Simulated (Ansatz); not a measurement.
# YBiO3, space group P6_3/mmc: a conversion between chain and input file

Run with Ansatz's Python interface.

Script `convert_ybio3.py`:
```python
'''Write the input file for YBiO3 without running it.'''

import ansatz as az
from pymatgen.core import Lattice, Structure
from pymatgen.io.ase import AseAtomsAdaptor


def main() -> None:
    pmg_structure = Structure(
        Lattice([(3.845436, 0.0, 0.0), (-1.922718, 3.330246, 0.0), (0.0, 0.0, 13.152414)]),
        ['Y', 'Y', 'Bi', 'Bi', 'O', 'O', 'O', 'O', 'O', 'O'],
        [
            (0.0, 0.0, 0.0),
            (0.0, 0.0, 0.5),
            (1 / 3, 2 / 3, 0.25),
            (2 / 3, 1 / 3, 0.75),
            (2 / 3, 1 / 3, 0.929085),
            (1 / 3, 2 / 3, 0.429085),
            (1 / 3, 2 / 3, 0.070915),
            (2 / 3, 1 / 3, 0.570915),
            (0.0, 0.0, 0.75),
            (0.0, 0.0, 0.25),
        ],
    )
    xtal = az.Crystal.from_ase(AseAtomsAdaptor.get_atoms(pmg_structure))

    calc = xtal.calculation()
    calc = calc.functional(az.Functional.LDA)
    calc = calc.pseudopotentials('paw').basis(450)
    calc = calc.kpoints(length=14)
    calc = calc.occupations(az.OccupationsMethod.METHFESSEL_PAXTON)
    calc = calc.forces().stress()
    text = calc.to_yaml()
    print(text)
    print('sections:', sorted(calc.input().to_dict()))


if __name__ == '__main__':
    main()
```

```console
$ python convert_ybio3.py
crystal:
  lattice:
    - [3.845436, 0.0, 0.0]
    - [-1.922718, 3.330246, 0.0]
    - [0.0, 0.0, 13.152414]
  atoms:
    - { symbol: "Y", position: [0.0, 0.0, 0.0] }
    - { symbol: "Y", position: [0.0, 0.0, 0.5] }
    - { symbol: Bi, position: [0.3333333333333333, 0.6666666666666666, 0.25] }
    - { symbol: Bi, position: [0.6666666666666666, 0.3333333333333333, 0.75] }
    - { symbol: O, position: [0.6666666666666666, 0.3333333333333333, 0.929085] }
    - { symbol: O, position: [0.3333333333333333, 0.6666666666666666, 0.429085] }
    - { symbol: O, position: [0.3333333333333333, 0.6666666666666666, 0.070915] }
    - { symbol: O, position: [0.6666666666666666, 0.3333333333333333, 0.570915] }
    - { symbol: O, position: [0.0, 0.0, 0.75] }
    - { symbol: O, position: [0.0, 0.0, 0.25] }
basis:
  ecutwfc: 450.0
kpoints:
  mp_grid:
    grid: [4, 4, 1]
hamiltonian:
  xc: lda
  pseudopotentials:
    kind: paw
scf:
  occupations:
    method: methfessel_paxton
output:
  forces: true
  stress: true

sections: ['basis', 'crystal', 'hamiltonian', 'kpoints', 'output', 'scf']
```

The input is only written out: it wasn't run, and its settings aren't tested. The structure comes from a database and needn't be a stable phase.
